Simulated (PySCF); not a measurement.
**C₁₀H₁₀O₂S₂: NMR shifts at several levels of theory, part 1 of 2**

How much do the NMR shifts of C₁₀H₁₀O₂S₂ (`CSc1cc(C=O)c(SC)cc1C=O`) depend on the level of theory, and what does each level cost?

Computed with PySCF 2.14.0, with density-fitted response routines of our own, on a single molecule in the gas phase. Atoms count from 0, in the outputs and in this text.

### 1 The molecule as given

24 atoms, charge 0, multiplicity 1; geometry from: GFN2-xTB.

Bonds of the start (Å): C0–S1 1.82, S1–C2 1.76, C2–C3 1.39, C3–C4 1.39, C4–C5 1.47, C5–O6 1.20, C4–C7 1.41, C7–S8 1.76, S8–C9 1.82, C7–C10 1.39, C10–C11 1.39, C11–C12 1.47, C12–O13 1.20, C11–C2 1.41, C0–H14 1.09, C0–H15 1.09, C0–H16 1.09, C3–H17 1.08, C5–H18 1.11, C9–H19 1.09, C9–H20 1.09, C9–H21 1.09, C10–H22 1.08, C12–H23 1.11.

### 2 Relaxing the molecule at PBE0-D3(BJ)/def2-SVP

The job: settings as JSON, then the geometry in Å.

```
{"job": {"xc": "PBE0", "basis": "def2-SVP", "d3": "d3bj", "grid": 1, "kind": "geom"}, "charge": 0, "multiplicity": 1}
C     -3.948620    -0.737310     0.388880
S     -3.056480     0.832980     0.203460
C     -1.371100     0.347670     0.090070
C     -0.964970    -0.976210     0.133110
C      0.376780    -1.337080     0.044240
C      0.704280    -2.766140     0.099660
O     -0.104050    -3.652440     0.213620
C      1.370790    -0.347890    -0.093780
S      3.056800    -0.832750    -0.199640
C      3.952030     0.739770    -0.347290
C      0.964320     0.975740    -0.141010
C     -0.377450     1.336600    -0.052360
C     -0.705340     2.765370    -0.112580
O      0.102190     3.651090    -0.236330
H     -4.994780    -0.458360     0.474390
H     -3.804260    -1.357580    -0.490640
H     -3.627770    -1.244930     1.293620
H     -1.666830    -1.788400     0.237320
H      1.786680    -2.979430     0.026750
H      3.660680     1.253890    -1.258290
H      3.777610     1.353150     0.531650
H      5.000820     0.462730    -0.400790
H      1.665930     1.787750    -0.248310
H     -1.787200     2.979050    -0.033130
```

The program printed:

```text
step   0  E = -1332.39158442  max force = 0.013193
step   1  E = -1332.39202136  max force = 0.011577
step   2  E = -1332.39392374  max force = 0.002894
step   3  E = -1332.39394201  max force = 0.002704
step   4  E = -1332.39409402  max force = 0.001311
step   5  E = -1332.39405832  max force = 0.001855
step   6  E = -1332.39410736  max force = 0.000866
step   7  E = -1332.39410193  max force = 0.001196
step   8  E = -1332.39411099  max force = 0.000545
step   9  E = -1332.39410851  max force = 0.000351
step  10  E = -1332.39410680  max force = 0.000251
optimisation converged
```

Run time: 5.1 min. Hardware: 8 threads of Intel Xeon Platinum 8488C (Sapphire Rapids), shared host.

Along the way:

```tsv
step	energy from step 0 (eV)	largest force component (eV/Å)
0	0.0000	0.6784
1	-0.0119	0.5953
2	-0.0637	0.1488
3	-0.0642	0.1390
4	-0.0683	0.0674
5	-0.0673	0.0954
6	-0.0687	0.0445
7	-0.0685	0.0615
8	-0.0688	0.0280
9	-0.0687	0.0180
10	-0.0686	0.0129
```

Distances of close pairs at the start and the end, largest changes first:

```tsv
bond	before (Å)	after (Å)	change (Å)
C0–S1	1.816	1.797	-0.018
S8–C9	1.816	1.797	-0.018
C11–C12	1.467	1.484	+0.016
C4–C5	1.467	1.484	+0.016
C9–H19	1.086	1.099	+0.014
C0–H16	1.086	1.099	+0.014
C0–H15	1.086	1.099	+0.014
C9–H20	1.086	1.099	+0.013
```

The end geometry stands in the next job.

```tsv
at the end point	value
point group (found at 0.08 Å tolerance)	Ci
rotational constants (GHz, main isotopes)	0.672, 0.417, 0.258
dipole moment (D)	0.02
```

### 3 Nuclear shieldings: PBE0/pcSseg-1

The job: settings as JSON, then the geometry in Å.

```
{"job": {"kind": "nmr", "xc": "PBE0", "basis": "pcSseg-1", "pop": false}, "charge": 0, "multiplicity": 1}
C     -3.931833    -0.730684     0.357143
S     -3.074736     0.839308     0.180978
C     -1.383450     0.351163     0.083490
C     -0.970442    -0.980684     0.106369
C      0.376593    -1.338355     0.027303
C      0.691081    -2.787826     0.057458
O     -0.147864    -3.652170     0.123709
C      1.383321    -0.350893    -0.080864
S      3.074336    -0.839239    -0.181272
C      3.933090     0.731969    -0.337733
C      0.970796     0.981080    -0.103727
C     -0.376375     1.338353    -0.023831
C     -0.690426     2.787980    -0.051347
O      0.149766     3.651010    -0.119406
H     -4.996074    -0.469274     0.432759
H     -3.788206    -1.377949    -0.519838
H     -3.630599    -1.259164     1.273006
H     -1.675952    -1.808467     0.186288
H      1.775976    -3.048489     0.013828
H      3.640469     1.267709    -1.252165
H      3.781243     1.372246     0.542978
H      4.997976     0.471051    -0.405543
H      1.676199     1.808915    -0.184026
H     -1.774829     3.049680    -0.002937
```

With the program's defaults for keys left out, this is: GIAO PBE0/pcSseg-1 NMR shielding, non-relativistic, gas phase.

The program printed:

```text
coarse grid: 22480 points
cycle   1  E = -1332.5680663734  dE =  2.470e+00  |g| = 1.057e+00  |ddm| = 5.240e+00
cycle   2  E = -1331.7096672444  dE =  8.584e-01  |g| = 2.323e+00  |ddm| = 4.831e+00
cycle   3  E = -1332.7881949370  dE = -1.079e+00  |g| = 1.510e-01  |ddm| = 3.835e+00
cycle   4  E = -1332.7920878893  dE = -3.893e-03  |g| = 9.668e-02  |ddm| = 3.305e-01
cycle   5  E = -1332.7943987911  dE = -2.311e-03  |g| = 2.460e-02  |ddm| = 1.626e-01
cycle   6  E = -1332.7945482212  dE = -1.494e-04  |g| = 6.167e-03  |ddm| = 4.237e-02
cycle   7  E = -1332.7945557074  dE = -7.486e-06  |g| = 2.322e-03  |ddm| = 8.440e-03
final grid: 211712 points
cycle   8  E = -1332.9045036312  dE = -2.628e-05  |g| = 1.844e-02  |ddm| = 9.943e-02
cycle   9  E = -1332.9043237971  dE =  1.798e-04  |g| = 3.536e-02  |ddm| = 5.559e-02
cycle  10  E = -1332.9045707204  dE = -2.469e-04  |g| = 4.111e-03  |ddm| = 4.103e-02
cycle  11  E = -1332.9045743593  dE = -3.639e-06  |g| = 3.459e-04  |ddm| = 4.726e-03
cycle  12  E = -1332.9045743860  dE = -2.662e-08  |g| = 1.634e-04  |ddm| = 9.144e-04
cycle  13  E = -1332.9045743919  dE = -5.943e-09  |g| = 4.804e-05  |ddm| = 2.237e-04
cycle  14  E = -1332.9045743925  dE = -5.557e-10  |g| = 8.968e-06  |ddm| = 7.171e-05
converged SCF energy = -1332.9045743925

GIAO shielding tensors (ppm)
atom      isotropic    diamagn.    paramagn.     s11        s22        s33       span
  0 C      167.871     251.675     -83.804    159.277    163.706    180.628     21.352
  1 S      512.577    1057.564    -544.988    364.764    455.031    717.935    353.171
  2 C       37.670     263.583    -225.913    -30.846     -7.729    151.585    182.432
  3 C       56.652     254.625    -197.974    -42.234     30.208    181.981    224.215
  4 C       48.089     259.495    -211.406    -40.287     28.732    155.824    196.111
  5 C       -6.203     241.832    -248.035    -96.363    -17.820     95.574    191.937
  6 O     -337.606     401.340    -738.946   -992.984   -418.803    398.967   1391.951
  7 C       37.634     263.577    -225.942    -30.848     -7.849    151.600    182.448
  8 S      512.467    1057.565    -545.098    364.761    454.891    717.749    352.988
  9 C      167.872     251.677     -83.805    159.300    163.715    180.602     21.302
 10 C       56.661     254.622    -197.960    -42.255     30.275    181.964    224.219
 11 C       48.042     259.496    -211.454    -40.290     28.614    155.803    196.093
 12 C       -6.223     241.849    -248.072    -96.403    -17.853     95.587    191.990
 13 O     -337.702     401.344    -739.046   -993.114   -418.918    398.927   1392.041
 14 H       28.931      26.370       2.562     23.324     26.287     37.182     13.858
 15 H       28.798      31.052      -2.254     24.239     26.167     35.987     11.748
 16 H       28.878      31.055      -2.177     24.405     26.223     36.004     11.599
 17 H       23.522      37.657     -14.135     17.250     22.803     30.512     13.262
 18 H       20.749      28.201      -7.453     15.710     20.795     25.741     10.031
 19 H       28.865      31.044      -2.179     24.384     26.195     36.015     11.631
 20 H       28.812      31.067      -2.256     24.264     26.192     35.978     11.714
 21 H       28.931      26.371       2.560     23.324     26.288     37.182     13.858
 22 H       23.515      37.663     -14.148     17.239     22.799     30.507     13.268
 23 H       20.748      28.201      -7.453     15.720     20.792     25.732     10.012
```

Wall time 80 s (8 threads of Intel Xeon Platinum 8488C (Sapphire Rapids), shared host).

The references, computed at this level on geometries of the same kind, shield at (ppm): ¹H TMS 31.27, ¹³C TMS 184.4, ¹⁷O H2O 334.6, ³³S CS2 496. Their shielding less the atom's gives the shift. The references are single molecules in the gas phase, so shifts against H2O, NH3, PH3, H3PO4 or CFCl3 are not on the usual liquid scales and can be off by tens of ppm. Atoms listed in one row are averaged.

```tsv
atoms	environment	σ (ppm)	δ (ppm)	δ scaled to CDCl3
C5, C12	aldehyde carbonyl carbon	-6.2	190.6	184.6
C2, C7	aromatic carbon bearing sulfur	37.7	146.8	138.4
C4, C11	substituted aromatic carbon	48.1	136.3	131.9
C3, C10	aromatic CH	56.7	127.8	123.5
C0, C9	methyl carbon bonded to S	167.9	16.5	12.0
H18, H23	hydrogen on an aldehyde carbonyl carbon	20.75	10.52	10.18
H17, H22	hydrogen on an aromatic CH	23.52	7.75	7.56
H14, H15, H16, H19, H20, H21	hydrogen on a methyl carbon bonded to S	28.87	2.40	2.49
S1, S8	sulfide sulfur	513	-17	–
O6, O13	aldehyde oxygen	-337.7	672.2	–
```

The scaled column applies a straight-line fit of computed shieldings to shifts measured in CDCl3, with any fitted terms for Cl, Br or S neighbours (root-mean-square error 0.21 ppm for H, 2.0 ppm for C).

Ring of atoms C2, C3, C4, C7, C10, C11: NICS(0) -6.3, NICS(1) -9.3, NICS(1)zz -19.4 ppm (means of both faces).

### 4 Shielding tensors: PBE/pcSseg-1

Settings changed since step 3:

```diff
@@ -1,2 +1,2 @@
-{"job": {"kind": "nmr", "xc": "PBE0", "basis": "pcSseg-1", "pop": false}, "charge": 0, "multiplicity": 1}
+{"job": {"kind": "nmr", "xc": "PBE", "basis": "pcSseg-1", "pop": false}, "charge": 0, "multiplicity": 1}
 C     -3.931833    -0.730684     0.357143
```

Level: GIAO PBE/pcSseg-1 NMR shielding, non-relativistic, gas phase.

The program printed:

```text
coarse grid: 22480 points
cycle   1  E = -1332.4044099218  dE =  2.051e+00  |g| = 1.178e+00  |ddm| = 5.329e+00
cycle   2  E = -1330.2592981099  dE =  2.145e+00  |g| = 3.285e+00  |ddm| = 7.353e+00
cycle   3  E = -1332.6268448977  dE = -2.368e+00  |g| = 4.532e-01  |ddm| = 6.613e+00
cycle   4  E = -1332.6653230297  dE = -3.848e-02  |g| = 2.527e-01  |ddm| = 9.298e-01
cycle   5  E = -1332.6792230827  dE = -1.390e-02  |g| = 1.043e-01  |ddm| = 4.975e-01
cycle   6  E = -1332.6821769007  dE = -2.954e-03  |g| = 2.223e-02  |ddm| = 1.727e-01
cycle   7  E = -1332.6822848421  dE = -1.079e-04  |g| = 8.655e-03  |ddm| = 3.262e-02
cycle   8  E = -1332.6823038714  dE = -1.903e-05  |g| = 1.937e-03  |ddm| = 1.373e-02
cycle   9  E = -1332.6823043986  dE = -5.272e-07  |g| = 1.336e-03  |ddm| = 3.987e-03
final grid: 211712 points
cycle  10  E = -1332.8303743303  dE =  2.422e-05  |g| = 2.863e-02  |ddm| = 1.445e-01
cycle  11  E = -1332.8291910146  dE =  1.183e-03  |g| = 7.970e-02  |ddm| = 1.152e-01
cycle  12  E = -1332.8305247461  dE = -1.334e-03  |g| = 1.149e-02  |ddm| = 9.730e-02
cycle  13  E = -1332.8305535017  dE = -2.876e-05  |g| = 1.339e-03  |ddm| = 1.314e-02
cycle  14  E = -1332.8305539868  dE = -4.851e-07  |g| = 5.226e-04  |ddm| = 3.420e-03
cycle  15  E = -1332.8305540406  dE = -5.378e-08  |g| = 2.156e-04  |ddm| = 6.577e-04
cycle  16  E = -1332.8305540494  dE = -8.800e-09  |g| = 1.111e-04  |ddm| = 3.659e-04
cycle  17  E = -1332.8305540520  dE = -2.629e-09  |g| = 2.438e-05  |ddm| = 1.416e-04
cycle  18  E = -1332.8305540522  dE = -1.355e-10  |g| = 1.006e-05  |ddm| = 4.023e-05
converged SCF energy = -1332.8305540522

GIAO shielding tensors (ppm)
atom      isotropic    diamagn.    paramagn.     s11        s22        s33       span
  0 C      163.015     251.592     -88.576    152.410    159.737    176.899     24.489
  1 S      477.250    1058.329    -581.080    340.048    420.632    671.069    331.022
  2 C       34.385     263.676    -229.291    -26.259    -12.675    142.090    168.349
  3 C       55.202     254.077    -198.874    -39.792     28.867    176.532    216.325
  4 C       46.903     258.892    -211.989    -36.230     28.338    148.602    184.831
  5 C       -7.720     242.466    -250.186    -90.891    -19.360     87.090    177.981
  6 O     -334.666     401.943    -736.610   -992.111   -396.578    384.689   1376.800
  7 C       34.354     263.670    -229.316    -26.270    -12.775    142.106    168.377
  8 S      477.137    1058.330    -581.193    340.074    420.463    670.874    330.800
  9 C      163.018     251.594     -88.577    152.423    159.760    176.869     24.446
 10 C       55.209     254.073    -198.864    -39.816     28.926    176.517    216.333
 11 C       46.862     258.894    -212.032    -36.227     28.227    148.585    184.811
 12 C       -7.740     242.481    -250.220    -90.932    -19.395     87.108    178.040
 13 O     -334.771     401.948    -736.718   -992.285   -396.681    384.654   1376.939
 14 H       28.922      26.247       2.675     23.644     26.468     36.653     13.009
 15 H       28.772      31.311      -2.540     24.444     26.111     35.760     11.316
 16 H       28.853      31.329      -2.476     24.603     26.173     35.782     11.179
 17 H       23.738      38.051     -14.313     17.986     22.793     30.434     12.448
 18 H       20.471      28.377      -7.906     15.560     20.851     25.004      9.444
 19 H       28.840      31.315      -2.475     24.582     26.146     35.793     11.211
 20 H       28.786      31.330      -2.545     24.471     26.134     35.753     11.282
 21 H       28.922      26.248       2.674     23.644     26.469     36.652     13.009
 22 H       23.731      38.058     -14.327     17.976     22.789     30.429     12.454
 23 H       20.471      28.377      -7.906     15.570     20.848     24.995      9.425
```

Wall time 52 s (8 threads of Intel Xeon Platinum 8488C (Sapphire Rapids), shared host).

Key values: δ C5 187.8, C2 145.7, C4 133.1, C3 124.8, H18 10.73, H17 7.46 ppm (means over like atoms).

### 5 NMR shieldings: wB97X-D/pcSseg-1

Settings changed since step 4:

```diff
@@ -1,2 +1,2 @@
-{"job": {"kind": "nmr", "xc": "PBE", "basis": "pcSseg-1", "pop": false}, "charge": 0, "multiplicity": 1}
+{"job": {"kind": "nmr", "xc": "wB97X-D", "basis": "pcSseg-1", "pop": false}, "charge": 0, "multiplicity": 1}
 C     -3.931833    -0.730684     0.357143
```

Method: GIAO wB97X-D/pcSseg-1 NMR shielding, non-relativistic, gas phase.

The program printed:

```text
coarse grid: 22480 points
cycle   1  E = -1333.1939422452  dE =  2.970e+00  |g| = 1.179e+00  |ddm| = 5.133e+00
cycle   2  E = -1332.7895968732  dE =  4.043e-01  |g| = 1.948e+00  |ddm| = 4.053e+00
cycle   3  E = -1333.4898417681  dE = -7.002e-01  |g| = 8.113e-02  |ddm| = 2.724e+00
cycle   4  E = -1333.4914561472  dE = -1.614e-03  |g| = 5.377e-02  |ddm| = 2.007e-01
cycle   5  E = -1333.4921588358  dE = -7.027e-04  |g| = 1.302e-02  |ddm| = 8.258e-02
cycle   6  E = -1333.4922163743  dE = -5.754e-05  |g| = 3.694e-03  |ddm| = 3.353e-02
cycle   7  E = -1333.4922236162  dE = -7.242e-06  |g| = 1.478e-03  |ddm| = 1.202e-02
final grid: 211712 points
cycle   8  E = -1333.6032385558  dE = -3.130e-04  |g| = 5.596e-03  |ddm| = 9.318e-02
cycle   9  E = -1333.6032442084  dE = -5.653e-06  |g| = 3.154e-03  |ddm| = 1.195e-02
cycle  10  E = -1333.6032461171  dE = -1.909e-06  |g| = 9.105e-04  |ddm| = 4.769e-03
cycle  11  E = -1333.6032463767  dE = -2.596e-07  |g| = 3.060e-04  |ddm| = 1.741e-03
cycle  12  E = -1333.6032464051  dE = -2.836e-08  |g| = 1.202e-04  |ddm| = 9.164e-04
cycle  13  E = -1333.6032464096  dE = -4.506e-09  |g| = 6.021e-05  |ddm| = 1.750e-04
cycle  14  E = -1333.6032464107  dE = -1.077e-09  |g| = 2.009e-05  |ddm| = 1.616e-04
cycle  15  E = -1333.6032464109  dE = -1.751e-10  |g| = 5.257e-06  |ddm| = 4.435e-05
converged SCF energy = -1333.6032464109

GIAO shielding tensors (ppm)
atom      isotropic    diamagn.    paramagn.     s11        s22        s33       span
  0 C      168.050     251.288     -83.238    161.006    163.197    179.948     18.942
  1 S      517.423    1057.831    -540.409    363.689    453.646    734.933    371.244
  2 C       36.630     264.115    -227.485    -36.924     -6.457    153.271    190.195
  3 C       55.358     255.991    -200.634    -45.537     29.863    181.747    227.284
  4 C       46.423     260.218    -213.794    -44.959     27.995    156.234    201.193
  5 C       -7.932     241.880    -249.812    -98.807    -21.320     96.330    195.137
  6 O     -332.310     401.864    -734.174   -978.287   -420.757    402.113   1380.400
  7 C       36.593     264.107    -227.514    -36.923     -6.582    153.285    190.208
  8 S      517.326    1057.832    -540.507    363.689    453.529    734.758    371.069
  9 C      168.055     251.293     -83.238    161.059    163.180    179.926     18.866
 10 C       55.368     255.985    -200.616    -45.555     29.931    181.730    227.286
 11 C       46.375     260.219    -213.844    -44.967     27.877    156.214    201.181
 12 C       -7.950     241.899    -249.849    -98.846    -21.345     96.342    195.188
 13 O     -332.416     401.868    -734.283   -978.443   -420.875    402.071   1380.514
 14 H       29.074      26.291       2.783     23.404     26.414     37.403     13.998
 15 H       28.904      31.158      -2.254     24.336     26.358     36.020     11.684
 16 H       28.983      31.166      -2.183     24.505     26.410     36.033     11.528
 17 H       23.529      37.869     -14.340     17.161     22.805     30.621     13.460
 18 H       20.931      28.336      -7.405     15.857     20.897     26.037     10.179
 19 H       28.970      31.154      -2.185     24.483     26.382     36.044     11.560
 20 H       28.918      31.174      -2.256     24.361     26.383     36.012     11.651
 21 H       29.073      26.292       2.782     23.404     26.414     37.402     13.999
 22 H       23.522      37.875     -14.353     17.150     22.800     30.616     13.466
 23 H       20.930      28.336      -7.406     15.867     20.894     26.028     10.160
```

Run time: 2 min. Hardware: 8 threads of Intel Xeon Platinum 8488C (Sapphire Rapids), shared host.

Key values: δ C5 192.5, C2 147.9, C4 138.1, C3 129.2, H18 10.45, H17 7.85 ppm (means over like atoms).

### 6 NMR shieldings: KT2/pcSseg-1

Settings changed since step 5:

```diff
@@ -1,2 +1,2 @@
-{"job": {"kind": "nmr", "xc": "wB97X-D", "basis": "pcSseg-1", "pop": false}, "charge": 0, "multiplicity": 1}
+{"job": {"kind": "nmr", "xc": "KT2", "basis": "pcSseg-1", "pop": false}, "charge": 0, "multiplicity": 1}
 C     -3.931833    -0.730684     0.357143
```

Level: GIAO KT2/pcSseg-1 NMR shielding, non-relativistic, gas phase.

The program printed:

```text
coarse grid: 22480 points
cycle   1  E = -1348.7473968223  dE =  2.175e+00  |g| = 1.235e+00  |ddm| = 5.300e+00
cycle   2  E = -1345.3235317614  dE =  3.424e+00  |g| = 3.673e+00  |ddm| = 7.121e+00
cycle   3  E = -1348.9111355893  dE = -3.588e+00  |g| = 6.943e-01  |ddm| = 6.779e+00
cycle   4  E = -1349.0247972642  dE = -1.137e-01  |g| = 3.266e-01  |ddm| = 1.576e+00
cycle   5  E = -1349.0478546559  dE = -2.306e-02  |g| = 1.528e-01  |ddm| = 6.436e-01
cycle   6  E = -1349.0540357530  dE = -6.181e-03  |g| = 2.917e-02  |ddm| = 2.382e-01
cycle   7  E = -1349.0542235113  dE = -1.878e-04  |g| = 1.187e-02  |ddm| = 4.359e-02
cycle   8  E = -1349.0542566375  dE = -3.313e-05  |g| = 4.478e-03  |ddm| = 2.350e-02
cycle   9  E = -1349.0542598787  dE = -3.241e-06  |g| = 2.853e-03  |ddm| = 9.108e-03
final grid: 211712 points
cycle  10  E = -1349.1912449768  dE = -3.980e-04  |g| = 2.844e-02  |ddm| = 2.069e-01
cycle  11  E = -1349.1906348619  dE =  6.101e-04  |g| = 5.356e-02  |ddm| = 1.053e-01
cycle  12  E = -1349.1913698684  dE = -7.350e-04  |g| = 1.564e-02  |ddm| = 9.158e-02
cycle  13  E = -1349.1914268462  dE = -5.698e-05  |g| = 3.906e-03  |ddm| = 2.425e-02
cycle  14  E = -1349.1914306465  dE = -3.800e-06  |g| = 1.271e-03  |ddm| = 7.061e-03
cycle  15  E = -1349.1914310363  dE = -3.898e-07  |g| = 3.009e-04  |ddm| = 1.608e-03
cycle  16  E = -1349.1914310564  dE = -2.010e-08  |g| = 1.507e-04  |ddm| = 5.579e-04
cycle  17  E = -1349.1914310610  dE = -4.543e-09  |g| = 4.860e-05  |ddm| = 2.131e-04
cycle  18  E = -1349.1914310614  dE = -4.620e-10  |g| = 1.443e-05  |ddm| = 7.024e-05
converged SCF energy = -1349.1914310614

GIAO shielding tensors (ppm)
atom      isotropic    diamagn.    paramagn.     s11        s22        s33       span
  0 C      166.833     252.664     -85.831    156.394    163.900    180.205     23.810
  1 S      508.187    1060.881    -552.694    374.571    454.748    695.244    320.673
  2 C       46.425     264.347    -217.922    -10.935      4.603    145.607    156.542
  3 C       66.673     255.273    -188.600    -23.824     44.155    179.689    203.513
  4 C       56.872     258.827    -201.955    -20.845     40.493    150.967    171.812
  5 C        7.620     243.081    -235.460    -71.997      3.441     91.417    163.414
  6 O     -279.589     402.567    -682.156   -860.554   -363.214    385.001   1245.554
  7 C       46.393     264.341    -217.947    -10.942      4.500    145.623    156.565
  8 S      508.085    1060.881    -552.796    374.603    454.593    695.059    320.456
  9 C      166.836     252.666     -85.830    156.408    163.925    180.176     23.768
 10 C       66.682     255.268    -188.586    -23.842     44.212    179.675    203.517
 11 C       56.831     258.829    -201.998    -20.843     40.384    150.952    171.795
 12 C        7.600     243.093    -235.493    -72.032      3.397     91.436    163.468
 13 O     -279.681     402.573    -682.254   -860.694   -363.315    384.967   1245.661
 14 H       28.896      26.066       2.830     23.597     26.350     36.740     13.143
 15 H       28.758      31.546      -2.788     24.318     26.118     35.838     11.520
 16 H       28.834      31.576      -2.742     24.469     26.179     35.854     11.386
 17 H       23.845      38.242     -14.397     17.841     23.358     30.336     12.495
 18 H       20.810      28.506      -7.696     15.641     21.455     25.335      9.694
 19 H       28.822      31.559      -2.737     24.447     26.152     35.866     11.419
 20 H       28.771      31.567      -2.796     24.344     26.142     35.829     11.485
 21 H       28.896      26.067       2.829     23.597     26.350     36.740     13.143
 22 H       23.838      38.249     -14.411     17.830     23.354     30.331     12.501
 23 H       20.810      28.506      -7.696     15.651     21.453     25.325      9.674
```

It took 60 s on 8 threads of Intel Xeon Platinum 8488C (Sapphire Rapids), shared host.

In short: δ C5 175.6, C2 136.8, C4 126.4, C3 116.5, H18 10.37, H17 7.34 ppm (means over like atoms).

(Continued in part 2 of 2.)
